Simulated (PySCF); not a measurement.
# MgBr at other levels of theory

Aim: see what other levels and later steps give for MgBr.

Computed with PySCF 2.14.0. Level: method and basis as typed in the scripts.

3 further runs of the same task are left out: 3 that didn't finish.

## Step 1: Where the work starts

MgBr: 2 atoms, charge 0, spin multiplicity 2.

Bond lengths: Mg1–Br2 2.412 Å.

## Step 2: The run that the others are compared with

input.py

```python
from pyscf import gto, scf, mp

mol = gto.M(
    atom='Mg 0 0 0; Br 0 0 2.412',
    basis='6-31g',
    charge=0,
    spin=1,
    symmetry=True,
    verbose=4,
)
mf = scf.UHF(mol)
mf = mf.density_fit(auxbasis='def2-universal-jkfit')
mf.kernel()
mp.MP2(mf, frozen=10).kernel()
mf.dip_moment()
print('orbital energies (hartree):', [e[max(0, n-3):n+3].round(4) for e, n in zip(mf.mo_energy, mol.nelec)])
```

On the command line:

```sh
python input.py
```

## Step 3: Bhandhlyp (UKS)

Run 1 changes functional: none (Hartree–Fock) → bhandhlyp; SCF type: UHF → UKS; step after the SCF: mp2 → analyze.

input.py

```python
from pyscf import gto, dft

mol = gto.M(
    atom='Mg 0 0 0; Br 0 0 2.412',
    basis='6-31g',
    charge=0,
    spin=1,
    symmetry=True,
    verbose=4,
)
mf = dft.UKS(mol, xc='bhandhlyp')
mf = mf.density_fit(auxbasis='def2-universal-jkfit')
mf.kernel()
mf.analyze()
print('orbital energies (hartree):', [e[max(0, n-3):n+3].round(4) for e, n in zip(mf.mo_energy, mol.nelec)])
```

## Step 4: SCF alone

Run 2 changes step after the SCF: mp2 → none.

input.py, as its differences from that of step 2:

```diff
@@ -1,2 +1,2 @@
-from pyscf import gto, scf, mp
+from pyscf import gto, scf
 
@@ -13,3 +13,2 @@
 mf.kernel()
-mp.MP2(mf, frozen=10).kernel()
 mf.dip_moment()
```

## Step 5: MP2

Run 3 changes frozen orbitals: 10 → none.

input.py, as its differences from that of step 2:

```diff
@@ -13,3 +13,3 @@
 mf.kernel()
-mp.MP2(mf, frozen=10).kernel()
+mp.MP2(mf).kernel()
 mf.dip_moment()
```

## Step 6: RHF

Run 4 changes SCF type: UHF → RHF.

input.py

```python
from pyscf import gto, scf, mp

mol = gto.M(
    atom='Mg 0 0 0; Br 0 0 2.412',
    basis='6-31g',
    charge=0,
    spin=1,
    symmetry=True,
    verbose=4,
)
mf = scf.RHF(mol)
mf = mf.density_fit(auxbasis='def2-universal-jkfit')
mf.kernel()
mp.MP2(mf, frozen=10).kernel()
mf.dip_moment()
print('orbital energies (hartree):', mf.mo_energy[..., max(0, mol.nelec[1]-3):mol.nelec[0]+3].round(4))
```

## Step 7: Stability test

Run 5 changes step after the SCF: mp2 → stability; point-group symmetry: on → off.

input.py, as its differences from that of step 2:

```diff
@@ -1,2 +1,2 @@
-from pyscf import gto, scf, mp
+from pyscf import gto, scf
 
@@ -7,3 +7,2 @@
     spin=1,
-    symmetry=True,
     verbose=4,
@@ -13,3 +12,3 @@
 mf.kernel()
-mp.MP2(mf, frozen=10).kernel()
+mf.stability(internal=True, external=True)
 mf.dip_moment()
```

Before running it: what results should come out? Wanted: for each run, E(SCF); from base; gap, α spin; SCF dipole; after the SCF.

As calculated:

```csv
run,E(SCF) (hartree),from base (eV),cycles,"gap, α spin (eV)",SCF dipole (D),after the SCF
base,-2771.708894,0,10,8.68,4.74,"MP2 correlation -4.728 eV, core frozen"
bhandhlyp (UKS),-2773.884338,not comparable,9,6.03,4.45,n/a
SCF alone,-2771.708894,0.0000,10,8.68,4.74,n/a
MP2,-2771.708894,0.0000,10,8.68,4.74,MP2 correlation -5.468 eV
RHF,-2771.708565,+0.0089,9,n/a,4.75,"MP2 correlation -4.722 eV, core frozen"
stability test,-2771.708894,0.0000,10,8.68,4.74,stable
```

**Reading.** Total energies of different functionals can't be compared with each other; differences within one functional can.
